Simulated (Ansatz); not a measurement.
# CdW2: the cost of one run

Computed with Ansatz 0.2.0 (DFT PBE, scalar-relativistic, plane waves, PAW, unless a step's input says otherwise).

### Step 1. Starting point

The structure is trigonal, space group P-3m1 (No. 164). Conventional cell: a = 2.980 Å, b = 2.980 Å, c = 7.059 Å, α = 90.00°, β = 90.00°, γ = 120.00°. Cd (site symmetry -3m) has 6 Cd at 2.98 Å and 6 W at 2.98 Å in its first shell of neighbours. Around W (site symmetry 3m) lie 9 W at 2.78 to 2.98 Å and 3 Cd at 2.98 Å.

As a file:

```
CELL_PARAMETERS angstrom
2.98033 0.00000 0.00000
-1.49017 2.58104 0.00000
0.00000 0.00000 7.05881
ATOMIC_POSITIONS crystal
Cd 0.00000 0.00000 0.00000
W 0.33333 0.66667 0.34525
W 0.66667 0.33333 0.65475
```

A structure generator made this guess: close-packed layers stacked ABC|A (P-3m1, No. 164). The dimensions are guesses.

### Step 2. The guess as it stands, on a coarse mesh

Contents of input.yaml:

```yaml
crystal:
  lattice:
    - [2.98033247, 0.0, 0.0]
    - [-1.49016623, 2.58104363, 0.0]
    - [0.0, 0.0, 7.05880952]
  atoms:
    - { symbol: Cd, position: [0.0, 0.0, 0.0] }
    - { symbol: W, position: [0.33333333, 0.66666667, 0.34524524] }
    - { symbol: W, position: [0.66666667, 0.33333333, 0.65475476] }
basis:
  ecutwfc: 420
kpoints:
  mp_grid: { grid: [6, 6, 4] }
hamiltonian:
  xc: pbe
scf:
  occupations: { method: gaussian, width: 0.1 }
  lower_state_search: "off"
output:
  forces: true
  stress: true
  eigenvalues: true
```

Run with:

```bash
> ansatz run input.yaml --threads 1 --pin off --max-ram 2560MiB --backend cpu --events-out ev --progress --plain --runs-dir out
```

**Question.** How long does this run take on 1 thread of Intel Xeon at 2.50GHz (Skylake/Cascade Lake), shared host, and how much memory does it need?

About 3.9 s, with a peak of 0.35 GiB.
